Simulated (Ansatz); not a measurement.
# AlGaH+ (quintet): wave-function methods side by side, cc-pVTZ

One table from this session's results is given with a row withheld; the runs are named, their logs left out.

Method: cc-pVTZ, core rule «outside noble gas», up to 19 orbitals frozen; program: Ansatz 0.2.0, Gaussian basis.

Plan: UHF; CCSD(T) on ROHF; CCSD(T) on UHF; BCCD(T) on ROHF; CCSDT(Q) on ROHF; CCSDT(Q) on UHF; CASSCF and MRCISD+Q, 6 electrons in 9 orbitals; CASSCF and NEVPT2, 6 electrons in 9 orbitals.

22 further runs of the same task are left out: 4 for a known fault of the program, 10 that didn't finish, 8 set aside as unsound or not needed. Runs told in other sessions of the task aren't counted.

### What is computed

The geometry is a PBE0/def2-TZVP stationary point (not a proven minimum) of the parent state, kept for this charge and spin. No spin-orbit coupling is included. The filled d shell of Ga may be among the frozen orbitals whatever the setting's name suggests.

3 atoms, charge 1, spin multiplicity 5.

Atoms are counted from 1 here; the program's logs count them from 0.

Bond lengths: Al1–Ga2 2.344 Å, Al1–H3 1.582 Å. Angles: Ga2–Al1–H3 180.0°.

Set-up of the first run:

File in.yaml:

```yaml
crystal:
  periodic: [false, false, false]
  atoms:
    - {symbol: Al, position_ang: [0.000000, 0.000000, 0.253900]}
    - {symbol: Ga, position_ang: [0.000000, 0.000000, -2.089700]}
    - {symbol: H, position_ang: [0.000000, 0.000000, 1.835800]}
basis:
  gaussian: {orbitals: cc-pVTZ}
total_charge: 1
magnetization: {spin_polarized: true, initial_magnetization: 4}
hamiltonian: {xc: hf}
output: {orbitals: {seedname: orbitals}}
```

The run is started by

```
$ ansatz run in.yaml --threads 1 --pin off --events-out ev --progress --plain --max-ram 2393MiB
```

Among the steps run: UHF; CCSD(T) on ROHF; CCSD(T) on UHF; BCCD(T) on ROHF; CCSDT(Q) on ROHF; CCSDT(Q) on UHF; CASSCF and MRCISD+Q, 6 electrons in 9 orbitals; CASSCF and NEVPT2, 6 electrons in 9 orbitals.

One of the session's tables, all rows but one given; the rest of the session is left out.

It belongs to the step «Misses and costs». 

| method | from RCCSDT(Q) (kcal/mol) |
| --- | --- |
| ROHF | +55.16 |
| UHF | +53.29 |
| RMP2 | +18.64 |
| UMP2 | +17.17 |
| RCCSD | +4.15 |
| UCCSD | +3.11 |
| RCCSD(T) | +1.69 |
| UCCSD(T) | +0.77 |
| BCCD(T) | +1.37 |
| RCCSDT | +0.18 |
| UCCSDT | -0.60 |
| RCCSDT(Q) | 0 |
| UCCSDT(Q) | ? |
| CASSCF valence | +32.62 |
| NEVPT2 valence | +9.34 |
| MRCISD valence | +1.80 |
| MRCISD+Q valence | +0.48 |

**Question.** Estimate the row for UCCSDT(Q).

The run gave: from RCCSDT(Q) (kcal/mol): -0.78. In the column «from RCCSDT(Q) (kcal/mol)» it is the lowest.

Caveats from the session: Restricted and unrestricted rows rest on different reference determinants; a gap between their highest levels can come from leftover correlation error, from unlike frozen cores or from another state.
